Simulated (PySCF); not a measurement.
# C2H9ClSi2: the cost of one run

The runs use PySCF 2.14.0, with density-fitted response routines of our own; the level of theory stands in each step. All values are computed, except where a source is named. Atoms are numbered from 0 throughout.

### 1 The molecule as given

14 atoms, charge 0, multiplicity 1; geometry from: GFN2-xTB. The atoms were then displaced at random by about 0.01 Å, so the start is not that level's minimum.

Bonds of the start (Å): Si0–C1 1.88, C1–C2 1.53, C2–Si3 1.95, Si3–Cl4 2.01, Si0–H5 1.46, Si0–H6 1.46, Si0–H7 1.50, C1–H8 1.07, C1–H9 1.10, C2–H10 1.08, C2–H11 1.09, Si3–H12 1.43, Si3–H13 1.48.

### 2 Relaxing the molecule at PBE0-D3(BJ)/def2-SVP

The job: settings as JSON, then the geometry in Å.

```
{"job": {"xc": "PBE0", "basis": "def2-SVP", "d3": "d3bj", "grid": 1, "shake": 0.01, "kind": "geom"}, "charge": 0, "multiplicity": 1}
Si    -1.702040    -0.069950     0.923650
C     -0.598370    -0.885240    -0.363240
C      0.368340     0.054770    -1.079380
Si     1.831560     0.741140     0.005980
Cl     2.591900    -0.780570     1.071080
H     -2.735810    -1.011160     1.342590
H     -0.943520     0.405950     2.080060
H     -2.363620     1.111850     0.286170
H     -1.226160    -1.351010    -1.097660
H     -0.037350    -1.691410     0.126830
H     -0.173220     0.889070    -1.497080
H      0.841420    -0.478400    -1.907520
H      2.826710     1.292190    -0.854610
H      1.313020     1.757700     0.955380
```

Run with:

```
> OMP_NUM_THREADS=1 python probes_run.py task.json out
```

The driver reads the jobs from task.json and runs them one after another.

**Question.** How long does this first job take on 1 thread of Arm Neoverse V1, shared host, and how much memory does it need?

About 56 s, with a peak of 0.54 GiB.
